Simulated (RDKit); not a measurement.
**C2H4SSi (SMILES [SiH3]C1=CS1) at 3 levels**

Aim: a comparison of 3 runs (MMFF94, UFF, extended Hückel) of C2H4SSi. The job is set up through a Python script.

Program for the calculation: RDKit 2026.09.1.

1 further run of the same task is left out (set aside as unsound or not needed).

### 1 The structure to begin with

C2H4SSi has 8 atoms, charge 0, and is taken as a singlet. As SMILES, `[SiH3]C1=CS1`. The coordinates come from a GFN2-xTB relaxation.

Bond lengths: Si1–C2 1.859 Å, C2–C3 1.289 Å, C2–S4 1.921 Å, C3–S4 1.786 Å, Si1–H5 1.463 Å, Si1–H6 1.462 Å, Si1–H7 1.461 Å, C3–H8 1.064 Å. Some angles: Si1–C2–C3 162.3°, Si1–C2–S4 133.6°, C3–C2–S4 64.1°, C2–C3–S4 75.4°, C2–S4–C3 40.5°, C2–Si1–H5 104.7°, C2–Si1–H6 107.8°, C2–Si1–H7 107.8°, C2–C3–H8 150.2°, S4–C3–H8 134.4°.

### 2 A single-point energy at MMFF94 (run 1)

Contents of mol.xyz:

```xyz
8

Si     0.040160     1.281750    -0.366560
C      0.011660    -0.498250     0.167740
C     -0.301840    -1.743810     0.272270
S      1.038780    -1.518250     1.430910
H     -1.023610     1.385940    -1.366080
H     -0.222370     2.106910     0.810850
H      1.359740     1.558570    -0.930510
H     -0.902530    -2.572860    -0.018630
```

Contents of run.py:

```python
import json
import numpy as np
from rdkit import Chem
from rdkit.Chem import AllChem
from rdkit.Chem import rdDetermineBonds

mol = Chem.MolFromXYZFile("mol.xyz")
rdDetermineBonds.DetermineBonds(mol, charge=0)
print("perceived SMILES:", Chem.MolToSmiles(Chem.RemoveHs(mol)))
symbols = [a.GetSymbol() for a in mol.GetAtoms()]
start = mol.GetConformer().GetPositions().copy()

props = AllChem.MMFFGetMoleculeProperties(mol, mmffVariant="MMFF94")
ff = AllChem.MMFFGetMoleculeForceField(mol, props)
e = ff.CalcEnergy()
g = np.array(ff.CalcGrad()).reshape(-1, 3)
print(f"MMFF94 energy {e:.5f} kcal/mol, gradient norm {np.linalg.norm(g):.4f} kcal/mol/angstrom")
print("atom  type  charge   gradient")
for i, a in enumerate(symbols):
    print(f"{a:<2}{i + 1:<3} {props.GetMMFFAtomType(i):4d} {props.GetMMFFPartialCharge(i):8.4f}  " + " ".join(f"{c:9.4f}" for c in g[i]))
names = ["Bond", "Angle", "StretchBend", "Oop", "Torsion", "VdW", "Ele"]
terms = []
for name in names:
    for other in names:
        getattr(props, f"SetMMFF{other}Term")(other == name)
    terms.append(AllChem.MMFFGetMoleculeForceField(mol, props).CalcEnergy())
    print(f"{name:<12} {terms[-1]:11.5f} kcal/mol")
json.dump(dict(symbols=symbols, start=start.tolist(), energy=e, gradient=g.tolist(), charges_other=[props.GetMMFFPartialCharge(i) for i in range(len(symbols))], atom_types=[str(props.GetMMFFAtomType(i)) for i in range(len(symbols))], energy_term_names=names, energy_terms=terms), open("results.json", "w"))
```

On the command line:

```
$ python run.py
```

Log:

```text
perceived SMILES: [SiH3]C1=CS1
MMFF94 energy 55.42176 kcal/mol, gradient norm 156.1003 kcal/mol/angstrom
atom  type  charge   gradient
Si1     19   0.8290     1.5416   89.4529  -26.7134
C 2      2  -0.1280   -39.5244  -38.5243  -24.3270
C 3      2  -0.0490   -28.8993    2.9872  -27.1648
S 4     15  -0.2020    63.4248  -36.1457   69.5351
H 5      5  -0.2000     4.6354   -5.3694    5.8992
H 6      5  -0.2000     1.8830   -7.0369   -4.9255
H 7      5  -0.2000    -6.4924   -4.1474    4.2782
H 8      5   0.1500     3.4313   -1.2164    3.4183
Bond            11.26017 kcal/mol
Angle           31.76844 kcal/mol
StretchBend      2.18215 kcal/mol
Oop              0.00000 kcal/mol
Torsion          0.00003 kcal/mol
VdW             -0.21777 kcal/mol
Ele             10.42875 kcal/mol
```

Wall time 0.2 s (1 thread of Intel Xeon Platinum 8488C (Sapphire Rapids), shared host).

### 3 The energy at UFF (run 2)

Contents of mol.sdf:

```

     RDKit          3D

  8  8  0  0  0  0  0  0  0  0999 V2000
    0.0402    1.2818   -0.3666 Si  0  0  0  0  0  4  0  0  0  0  0  0
    0.0117   -0.4982    0.1677 C   0  0  0  0  0  0  0  0  0  0  0  0
   -0.3018   -1.7438    0.2723 C   0  0  0  0  0  0  0  0  0  0  0  0
    1.0388   -1.5183    1.4309 S   0  0  0  0  0  0  0  0  0  0  0  0
   -1.0236    1.3859   -1.3661 H   0  0  0  0  0  0  0  0  0  0  0  0
   -0.2224    2.1069    0.8108 H   0  0  0  0  0  0  0  0  0  0  0  0
    1.3597    1.5586   -0.9305 H   0  0  0  0  0  0  0  0  0  0  0  0
   -0.9025   -2.5729   -0.0186 H   0  0  0  0  0  0  0  0  0  0  0  0
  2  1  1  0
  3  2  2  0
  4  3  1  0
  4  2  1  0
  5  1  1  0
  6  1  1  0
  7  1  1  0
  8  3  1  0
M  END
$$$$
```

Contents of ff.py:

```python
# UFF energy with RDKit
import json
import numpy as np
from rdkit import Chem
from rdkit.Chem import AllChem

mol = Chem.MolFromMolFile("mol.sdf", removeHs=False)
symbols = [a.GetSymbol() for a in mol.GetAtoms()]
start = mol.GetConformer().GetPositions().copy()

ff = AllChem.UFFGetMoleculeForceField(mol)
e = ff.CalcEnergy()
g = np.array(ff.CalcGrad()).reshape(-1, 3)
print(f"UFF energy {e:.5f} kcal/mol, gradient norm {np.linalg.norm(g):.4f} kcal/mol/angstrom")
json.dump(dict(symbols=symbols, start=start.tolist(), energy=e, gradient=g.tolist()), open("results.json", "w"))
```

On the command line:

```
$ python ff.py
```

Log:

```text
UFF energy 158.00655 kcal/mol, gradient norm 650.8344 kcal/mol/angstrom
```

Run time: 0.18 s. Hardware: 1 thread of Intel Xeon Platinum 8488C (Sapphire Rapids), shared host.

### 4 The charge distribution at extended Hückel (run 3)

mol.xyz is that of step 2.

Contents of ff.py:

```python
# eht eht with RDKit
import json
import numpy as np
from rdkit import Chem
from rdkit.Chem import AllChem
from rdkit.Chem import rdDetermineBonds
from rdkit.Chem import rdEHTTools

molecule = Chem.MolFromXYZFile("mol.xyz")
symbols = [a.GetSymbol() for a in molecule.GetAtoms()]
start = molecule.GetConformer().GetPositions().copy()

ok, res = rdEHTTools.RunMol(molecule, keepOverlapAndHamiltonianMatrices=True)
if not ok:
    raise RuntimeError("the extended Hueckel run failed")
eps = np.array(res.GetOrbitalEnergies())
nel = res.numElectrons
homo = (nel + 1) // 2 - 1
print(f"{res.numOrbitals} orbitals, {nel} valence electrons, sum of one-electron energies {res.totalEnergy:.4f} eV")
for i in range(max(0, homo - 8), min(len(eps), homo + 6)):
    print(f"{i + 1:4d} {eps[i]:10.4f} eV", "(HOMO)" if i == homo else "(LUMO)" if i == homo + 1 else "")
q = np.array(res.GetAtomicCharges())
print("Mulliken charges:", " ".join(f"{a}{i + 1}={c:+.3f}" for i, (a, c) in enumerate(zip(symbols, q))))
op = res.GetReducedOverlapPopulationMatrix()
pairs = [(k, i, op[i * (i + 1) // 2 + k]) for i in range(len(symbols)) for k in range(i) if abs(op[i * (i + 1) // 2 + k]) > 0.1]
print("reduced overlap populations above 0.1")
for k, i, p in pairs:
    print(f"  {symbols[k]}{k + 1}-{symbols[i]}{i + 1} {p:7.3f}")
json.dump(dict(symbols=symbols, start=start.tolist(), energy=res.totalEnergy * 23.060548, homo=eps[homo], lumo=eps[homo + 1] if homo + 1 < len(eps) else None, orbital_energies=eps.round(4).tolist(), charges_mulliken=q.tolist(), bond_orders=[[k + 1, i + 1, round(p, 4)] for k, i, p in pairs], nel=nel), open("results.json", "w"))
```

On the command line:

```
$ python ff.py
```

Log:

```text
20 orbitals, 22 valence electrons, sum of one-electron energies -359.5451 eV
   3   -19.6287 eV
   4   -18.1831 eV
   5   -15.0864 eV
   6   -15.0628 eV
   7   -14.1076 eV
   8   -13.6597 eV
   9   -12.7271 eV
  10   -11.9291 eV
  11   -10.1487 eV (HOMO)
  12    -7.8465 eV (LUMO)
  13    -5.5355 eV
  14     2.0583 eV
  15     6.4459 eV
  16     6.4702 eV
Mulliken charges: Si1=+0.939 C2=-0.336 C3=+0.013 S4=-0.054 H5=-0.215 H6=-0.211 H7=-0.211 H8=+0.075
reduced overlap populations above 0.1
  Si1-C2   0.751
  C2-C3   1.366
  C2-S4   0.304
  C3-S4   0.545
  Si1-H5   0.738
  Si1-H6   0.738
  Si1-H7   0.738
  C3-H8   0.787
```

It took 0.18 s on 1 thread of Intel Xeon Platinum 8488C (Sapphire Rapids), shared host.

Atomic charges (e):

| atom | Mulliken |
| --- | --- |
| Si1 | +0.939 |
| C2 | -0.336 |
| C3 | +0.013 |
| S4 | -0.054 |
| H5 | -0.215 |
| H6 | -0.211 |
| H7 | -0.211 |
| H8 | +0.075 |

### 5 Overview of the runs

| run | level | task | energy (Eh) | largest force (eV/Å) | wall time |
| --- | --- | --- | --- | --- | --- |
| 1 | MMFF94 | energy | 0.088320 | 4.372 | 0.2 s |
| 2 | UFF | energy | 0.251799 | 19.125 | 0.18 s |
| 3 | extended Hückel | properties | -13.213039 | – | 0.18 s |

### 6 Summary of results

| quantity | value |
| --- | --- |
| run 3: sum of orbital energies | -13.21304 Eh |
| run 3: HOMO energy | -10.15 eV |
| run 3: LUMO energy | -7.85 eV |
| run 3: HOMO–LUMO gap | 2.30 eV |

Force-field and semi-empirical energies have zeros of their own, so their totals don't compare. All runs together took 0.56 s, the longest 0.2 s.
